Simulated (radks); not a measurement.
# Valence configurations of Yb²⁺

An exercise on one series of results from a longer session: the logs are not shown, and one member is left open.

Method: Dirac Kohn-Sham, PBE, spin-unpolarised, spherical densities, finite nucleus; open shells fill j = l - 1/2 first. Code: radks (a radial shooting solver on a logarithmic mesh, Libxc functionals) version 1.

### What is computed

| Item | Value |
| --- | --- |
| element | ytterbium (Z = 70) |
| charge | +2 |
| electrons | 68 |
| configuration | [Xe] 4f14 |
| nuclear rms radius | 5.3108 fm |
| others tried | 4f13.5 5d0.5; 4f12 5d2; 4f13 5d1; 4f13.5 6s0.5; 4f12 6s2; 4f13.5 6p0.5; 4f12.5 5d0.5 6p1; 4f12 5d1 6s1; 4f12.5 6s1.5 |

Set-up of the first run:

The run's settings:

```text
Z 70
configuration [Xe] 4f14
relativity Dirac
functional pbe,pbe
spin unpolarised
j_filling energy
nucleus finite rms 5.3108 fm
c 137.035999084
```

Steps of the session up to this table: [Xe] 4f14.

One table of the session follows, with a row left open; its other results are not shown here.

It belongs to the step «[Xe] 4f14». From the orbitals of this run (lengths in bohr):

```
level     <r>  outermost maximum (interpolated)  90 % within  nodes
4p3/2  0.5281                             0.485        0.769      2
4d3/2  0.5536                             0.486        0.833      1
4d5/2  0.5651                             0.495        0.850      1
5s1/2   1.208                              1.07         1.75      4
5p1/2   1.363                              1.17         2.01      3
5p3/2   1.476                              1.26         2.18      3
4f5/2  0.7695                             0.481         1.35      0
4f7/2       ?                                 ?            ?      ?
```

**Question.** Estimate the row for 4f7/2.

As computed: <r>: 0.7902; outermost maximum (interpolated): 0.486; 90 % within: 1.39; nodes: 0. In the column «<r>» it lies between 4f5/2 (0.7695) and 5s1/2 (1.208).
